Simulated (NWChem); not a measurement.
**KCl (SMILES [Cl][K]) at 6 levels**

Aim: a comparison of 6 runs (HF/def2-SVP, TPSS/STO-3G, SVWN5/6-31G*, MP2/def2-TZVPPD, CCSD/def2-TZVPPD, CCSD(T)/6-311G**) of KCl. 

The results are computed with NWChem 7.3.0.

4 further runs of the same task are left out: 4 set aside as unsound or not needed.

### Step 1. The structure to begin with

KCl has 2 atoms, charge 0, and is taken as a singlet. SMILES: `[Cl][K]`. Geometry: relaxed at PBE0-D4/def2-TZVP.

Bond lengths: Cl1–K2 2.684 Å.

### Step 2. Energy and gradient at HF/def2-SVP (run 1)

run.py

```python
from ase import Atoms
from ase.calculators.nwchem import NWChem

molecule = Atoms(['Cl', 'K'], positions=[
    [1.142550, -0.405560, 0.575750],
    [-1.142550, 0.405560, -0.575750],
])

calc = NWChem(
    label='clk',
    theory='scf',
    memory='2200 mb',
    basis='def2-SVP',
    basispar='spherical bse',
    scf={'nopen': '0', 'rhf': None, 'thresh': '1e-08', 'maxiter': '80'},
)
molecule.calc = calc

forces = molecule.get_forces()
print("Total energy (eV):", round(molecule.get_potential_energy(), 6))
print("forces (eV/A):")
for s, f in zip(molecule.symbols, forces):
    print(f"{s:2s} {f[0]:10.5f} {f[1]:10.5f} {f[2]:10.5f}")
print("dipole (e A):", molecule.get_dipole_moment().round(4))
```

The run is started by

```
$ export ASE_NWCHEM_COMMAND="nwchem PREFIX.nwi > PREFIX.nwo"
$ python run.py
```

Output:

```text
Total energy (eV): -28803.515325
forces (eV/A):
Cl    0.12871   -0.04566    0.06484
K    -0.12871    0.04566   -0.06484
dipole (e A): [-1.8336  0.6509 -0.924 ]
```

The calculator wrote clk.nwi:

```
title "clk"

permanent_dir clk

scratch_dir clk

start clk

geometry units angstrom nocenter noautosym noautoz
  Cl 1.1425500000000000e+00 -4.0555999999999998e-01 5.7574999999999998e-01
  K  -1.1425500000000000e+00 4.0555999999999998e-01 -5.7574999999999998e-01
end

memory 2200 mb

basis spherical bse noprint
   * library def2-SVP
end

scf
  nopen 0
  rhf
  thresh 1e-08
  maxiter 80
end

task scf gradient
```

clk.nwo:

```text
Northwest Computational Chemistry Package (NWChem) 7.3.0
             --------------------------------------------------------

           Job information
           ---------------

    nwchem branch   = 7.3.0
    use scalapack   = T
    input           = clk.nwi
    prefix          = clk.
    data base       = clk/clk.db
    status          = startup
    nproc           =        1

           Memory information
           ------------------

    heap     =     72089594 doubles =      550.0 Mbytes
    stack    =     72089599 doubles =      550.0 Mbytes
    global   =    144179200 doubles =     1100.0 Mbytes (distinct from heap & stack)
    total    =    288358393 doubles =     2200.0 Mbytes
    verify   = yes
    hardfail = no

[... 101 lines left out ...]
 Convergence threshold     :          1.000E-08
[... 12 lines left out ...]
       Final RHF  results
[... 3 lines left out ...]
      One-electron energy =  -1589.153710603783
[... 1 line left out ...]
 Nuclear repulsion energy =     63.675171165975
[... 36 lines left out ...]
                       ROHF Final Molecular Orbital Analysis
[... 192 lines left out ...]
                              NWChem Gradients Module
                              -----------------------

                                        clk

  wavefunction    =   RHF

                         RHF ENERGY GRADIENTS

    atom               coordinates                        gradient
                 x          y          z           x          y          z
   1 Cl      2.159106  -0.766397   1.088010   -0.002503   0.000888  -0.001261
   2 K      -2.159106   0.766397  -1.088010    0.002503  -0.000888   0.001261

                 ----------------------------------------
                 |  Time  |  1-e(secs)   |  2-e(secs)   |
                 ----------------------------------------
                 |  CPU   |       0.00   |       0.47   |
                 ----------------------------------------
                 |  WALL  |       0.00   |       0.47   |
                 ----------------------------------------

 Task  times  cpu:        1.9s     wall:        1.9s
 Total times  cpu:        1.9s     wall:        1.9s
```

It took 2.9 s on 1 thread of Intel Xeon 6975P-C (Granite Rapids), shared host; peak memory 0.099 GiB.

### Step 3. Energy and gradient at TPSS/STO-3G (run 2)

m1.nw

```
start m1
title "ClK TPSS"
memory total 2200 mb

geometry units angstrom noautosym nocenter noautoz
Cl       1.142550      -0.405560       0.575750
K       -1.142550       0.405560      -0.575750
end

basis spherical bse
* library STO-3G
end

dft
xc xtpss03 ctpss03
grid xfine
convergence energy 1e-08
maxiter 100
mulliken
end

task dft gradient
```

The run is started by

```
$ nwchem m1.nw > m1.out
```

Output:

```text
[...]
          Wavefunction type:  closed shell.
          No. of atoms     :     2
          No. of electrons :    36
[...]
          Charge           :     0
          Spin multiplicity:     1
[...]
          AO basis - number of functions:    22
[...]
              XC Information
              --------------
                  TPSS metaGGA Exchange Functional  1.000
             TPSS03 metaGGA Correlation Functional  1.000
[...]
 d= 0,ls=0.0,diis     1  -1049.0205129257 -1.11D+03  1.92D-01  1.20D-01     0.3
[...]
  Singularity in Pulay matrix. Error and Fock matrices removed.
  Singularity in Pulay matrix. Error and Fock matrices removed.
  Singularity in Pulay matrix. Error and Fock matrices removed.
[...]
  Singularity in Pulay matrix. Error and Fock matrices removed.
  Singularity in Pulay matrix. Error and Fock matrices removed.
 d= 0,ls=0.5,diis    39  -1049.0650033391 -1.92D-08  9.03D-06  5.00D-08     5.5
  Singularity in Pulay matrix. Error and Fock matrices removed.
 d= 0,ls=0.5,diis    40  -1049.0650033520 -1.30D-08  7.41D-06  3.36D-08     5.6
  Singularity in Pulay matrix. Error and Fock matrices removed.
 d= 0,ls=0.5,diis    41  -1049.0650033607 -8.72D-09  6.08D-06  2.27D-08     5.8
         Total DFT energy =    -1049.065003366623
      One electron energy =    -1577.860623758597
           Coulomb energy =      526.988249687959
    Exchange-Corr. energy =      -61.867800461961
 Nuclear repulsion energy =       63.675171165975
[...]
      Total Density - Mulliken Population Analysis
     ---------------------------------------------
    Atom       Charge   Shell Charges
 -----------   ------   -------------------------------------------------------
    1 Cl  17    17.53   2.00  2.00  5.99  2.00  5.54
    2 K   19    18.47   2.00  1.99  5.98  2.00  5.42  0.33  0.75
[...]
  wavefunction    = closed shell
                         DFT ENERGY GRADIENTS
    atom               coordinates                        gradient
                 x          y          z           x          y          z
   1 Cl      2.159106  -0.766397   1.088010    0.002034  -0.000722   0.001025
   2 K      -2.159106   0.766397  -1.088010   -0.002034   0.000722  -0.001025
[...]
```

It took 6.9 s on 1 thread of Intel Xeon 6975P-C (Granite Rapids), shared host; peak memory 0.11 GiB.

Runs 3 to 5 aren't shown in full; the table further down has their settings and results.

### Step 4. A single-point energy at CCSD(T)/6-311G(d,p) (run 6)

struct.xyz

```xyz
2
ClK
Cl     1.142550    -0.405560     0.575750
K     -1.142550     0.405560    -0.575750
```

struct.nw

```
start struct
title "ClK"
memory 2200 mb
charge 0

geometry units angstrom noautosym nocenter noautoz
load struct.xyz
end

basis "ao basis" spherical bse
Cl library 6-311G**
K library 6-311G**
end

scf
thresh 1e-08
maxiter 80
end

ccsd
freeze core 10
maxiter 60
end

task ccsd(t) energy
```

The run is started by

```
$ nwchem struct.nw > struct.out
```

Output:

```text
[...]
  functions       =    65
[...]
  wavefunction    = RHF
[...]
         Total SCF energy =  -1058.742308041749
      One-electron energy =  -1588.975993720303
      Two-electron energy =    466.558514512579
 Nuclear repulsion energy =     63.675171165975
        Time for solution =      2.8s
[...]
 Total MP2 energy:          -1059.045052344750047
[...]
             energy      energy      error      ampl     ampl      Block
                                                time     time      time
[...]
 Total CCSD energy:          -1059.072364563984593
[...]
 Total CCSD+T(CCSD) energy:          -1059.078810045220962
[...]
 Total CCSD(T) energy:               -1059.078671502282305
[...]
```

It took 20 s on 1 thread of Intel Xeon 6975P-C (Granite Rapids), shared host; peak memory 0.14 GiB.

### Step 5. Overview of the runs

| run | level | iteration cap | module | energy (Eh) | dipole moment (D) | HOMO energy (eV) | LUMO energy (eV) | wall time |
| --- | --- | --- | --- | --- | --- | --- | --- | --- |
| 1 | HF/def2-SVP | 80 | scf | -1058.509673 | 10.35 | -8.60 | -0.15 | 2.9 s |
| 2 | TPSS/STO-3G | 100 | dft | -1049.065003 | 8.52 | -1.59 | 0.54 | 6.9 s |
| 3 | SVWN5/6-31G* (spherical functions) | 100 | dft | -1056.923883 | 9.80 | -4.87 | -1.77 | 6.9 s |
| 4 | MP2/def2-TZVPPD | 80 | mp2 | -1059.107882 | 10.57 | -9.13 | -0.35 | 25 s |
| 5 | CCSD/def2-TZVPPD | 80 | ccsd | -1059.134431 | – | – | – | 60 s |
| 6 | CCSD(T)/6-311G** | 80 | ccsd(t) | -1059.078672 | – | -9.17 | -0.36 | 20 s |

### Step 6. What came out

```
                                           quantity           value
                                run 6: total energy  -1059.07867 Eh
         run 6: HOMO energy (Hartree–Fock orbitals)        -9.17 eV
         run 6: LUMO energy (Hartree–Fock orbitals)        -0.36 eV
       run 6: HOMO–LUMO gap (Hartree–Fock orbitals)         8.81 eV
run 6: correlation energy (10 core orbitals frozen)      -336.4 mEh
                              run 6: (T) correction       -6.31 mEh
```

What this shows: Over runs 1, 2, 3, 4 the dipole moment (its size) runs from 8.52 D (TPSS/STO-3G) to 10.57 D (MP2/def2-TZVPPD). The two ends differ in method and basis. Over runs 1, 2, 3 the HOMO–LUMO gap runs from 2.13 eV (TPSS/STO-3G) to 8.44 eV (HF/def2-SVP). Totals of different functionals can't be ranked against each other. In run 2 the basis is minimal, so the values are rough. All runs together took 2 min, the longest 60 s.
